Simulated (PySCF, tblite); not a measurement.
# C2H4BClN radical: geometry, infrared bands and EPR parameters

What infrared bands and EPR parameters should C2H4BClN radical (`C=[C]B(N)Cl`) show?

Programs: tblite 0.8.0 and PySCF 2.14.0, with density-fitted response routines of our own. Each step states its level of theory. These are calculated values for one molecule in the gas phase, unless marked as measured. Atoms are numbered from 0 throughout.

## (1) The starting structure

9 atoms, charge 0, multiplicity 2; geometry from: force field or distance geometry start.

Bonds of the start (Å): C0–C1 1.35, C1–B2 1.56, B2–N3 1.52, B2–Cl4 1.85, C0–H5 1.07, C0–H6 1.08, N3–H7 1.06, N3–H8 1.05.

## (2) Geometry optimisation with GFN2-xTB

The job: settings as JSON, then the geometry in Å.

```
{"job": {"kind": "relax", "xc": "GFN2-xTB", "basis": "xTB"}, "charge": 0, "multiplicity": 2}
C      1.603400    -0.182400    -0.217800
C      0.768600     0.869800    -0.343500
B     -0.765000     0.783700    -0.061400
N     -1.450100    -0.505200     0.346500
Cl    -1.794800     2.307200    -0.256000
H      2.647200    -0.050700    -0.421500
H      1.235000    -1.157600     0.072000
H     -0.983800    -0.831900     1.239900
H     -1.247000    -1.226900    -0.383400
```

On the command line:

```console
$ OMP_NUM_THREADS=1 python probes_run.py task.json out
```

The driver reads the jobs from task.json and runs them one after another.

**Question.** This job is followed by: GFN2-xTB harmonic vibrations, gas phase; UKS B3LYP, pcH-1 on B C Cl H N, non-relativistic, mean-field spin-orbit, GIAO. What will the session give for the following? strongest single infrared mode (GFN2-xTB); zero-point energy (GFN2-xTB); g(iso) (B3LYP); ⟨S²⟩; largest a(iso) (averaged by class); potential on the surface of density 0.002 e/bohr³, 1st and 99th percentile.

As calculated:

```
                                                                  quantity                  value
                                 strongest single infrared mode (GFN2-xTB)  1020 cm⁻¹, 176 km/mol
                                              zero-point energy (GFN2-xTB)          36.8 kcal/mol
                                                            g(iso) (B3LYP)                2.00323
                                                                      ⟨S²⟩     0.757 (exact 0.75)
                                        largest a(iso) (averaged by class)    1H on H5, 167.5 MHz
potential on the surface of density 0.002 e/bohr³, 1st and 99th percentile     -0.92 V and 1.95 V
```

Over 80 steps the energy fell by 1.788 eV; of the close pairs, B2–N3 changed most, 1.516 to 1.404 Å. No mode is imaginary among the 21: a minimum at this level. The strongest single mode, at 1020 cm⁻¹, moves mainly B2. GFN2-xTB is a fitted tight-binding method: band positions and strengths are rough. Its intensities can rank the bands wrongly. C1 carries the largest spin population, 0.88 e. The isotropic g lies 0.9 ppt above the free-electron value. The conformer search found further structures of the same energy, which may be mirror or relabelled copies of this one.
